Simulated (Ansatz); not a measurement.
# GeH₆O₃ (built from SMILES OO.[OH][GeH3]): molecular dynamics

The task is to watch the atoms for 30 steps of 0.75 fs, started with velocities for 1500 K and run with a Langevin thermostat, and see to which side of the barrier the system falls.

The runs use Ansatz 0.2.0, Gaussian basis; PBE-D4/def2-SVP.

### Step 1. Starting geometry

The start, a first-order saddle point found at PBE0-D4 in triple zeta: 10 atoms, charge 0, spin multiplicity 1.

Atoms are counted from 1 here; the program's logs count them from 0.

Bond lengths: Ge1–O2 2.050 Å, Ge1–H3 1.560 Å, Ge1–H4 1.531 Å, Ge1–H5 1.542 Å, Ge1–O7 2.112 Å, O2–H6 1.101 Å, O2–H9 0.961 Å, O7–O8 1.428 Å, O8–H10 0.963 Å. Angles: O2–Ge1–H3 86.6°, O2–Ge1–H4 104.4°, O2–Ge1–H5 128.9°, O2–Ge1–O7 66.5°, H3–Ge1–H4 108.2°, H3–Ge1–H5 104.4°, H3–Ge1–O7 150.6°, H4–Ge1–H5 118.1°, H4–Ge1–O7 90.6°, H5–Ge1–O7 85.1°, Ge1–O2–H6 80.5°, Ge1–O2–H9 115.0°, H6–O2–H9 114.0°, Ge1–O7–O8 108.8°, O7–O8–H10 100.9°.

Geometry (Å):

```
Ge   -0.4568   -0.6774   -0.6946
O     1.4440   -0.6704    0.0722
H     0.1782   -1.2075   -2.0168
H    -1.1463   -1.8492    0.0092
H    -1.3255    0.5172   -1.1385
H     0.9453   -0.0295    0.8155
O    -0.2923    0.3550    1.1408
O    -0.3333    1.7587    0.8834
H     2.0962   -0.2111   -0.4645
H    -1.1097    2.0143    1.3934
```

### Step 2. The run

Input file md/in.yaml:

```yaml
crystal:
  periodic: [false, false, false]
  atoms:
    - {symbol: Ge, position_ang: [-0.456762, -0.677359, -0.694646]}
    - {symbol: O, position_ang: [1.444012, -0.670398, 0.072154]}
    - {symbol: H, position_ang: [0.178192, -1.207469, -2.016753]}
    - {symbol: H, position_ang: [-1.146293, -1.849188, 0.009245]}
    - {symbol: H, position_ang: [-1.325485, 0.517204, -1.138467]}
    - {symbol: H, position_ang: [0.945294, -0.029513, 0.815520]}
    - {symbol: O, position_ang: [-0.292343, 0.355009, 1.140838]}
    - {symbol: O, position_ang: [-0.333304, 1.758743, 0.883375]}
    - {symbol: H, position_ang: [2.096153, -0.211091, -0.464462]}
    - {symbol: H, position_ang: [-1.109665, 2.014262, 1.393396]}
basis:
  gaussian: {orbitals: def2-SVP}
hamiltonian: {xc: pbe, dispersion: d4}
md: {n_steps: 30, timestep: 0.75, temperature: 1500, ensemble: nvt_langevin, seed: 711, friction: 0.01, initial_velocities: maxwell_boltzmann}
```

The run is started by

```
$ ansatz run in.yaml --threads 4 --pin off --events-out ev --progress --plain --max-ram 9574MiB
```

What does the calculation give? Wanted: temperature at the start; mean temperature, second half; lowest and highest potential energy, from the first frame; largest change of potential + kinetic; bonds lost by distance; bonds made by distance.

As calculated:

| quantity | value |
| --- | --- |
| length | 30 steps, 22.5 fs |
| temperature at the start | 1350 K |
| mean temperature, second half | 1044 K |
| lowest and highest potential energy, from the first frame | -23 and 617 meV |
| largest change of potential + kinetic | 485.8 meV |
| bonds lost by distance | Ge1–O7, O2–H6 |
| bonds made by distance | H6–O7 |

What this shows: By the last frame it has moved back towards the start side of the step. The thermostat trades energy with the molecule, so the sum of potential and kinetic energy isn't conserved: it changes by -88 meV over the run. The mean temperature of the second half is still well below the 1500 K set. The instant temperature ranges from 933 to 1396 K, as energy passes between motion and strain. Under Langevin the temperature counts 3N degrees of freedom, more than the drawn velocities fill, so it starts at 1350 K, not 1500 K.
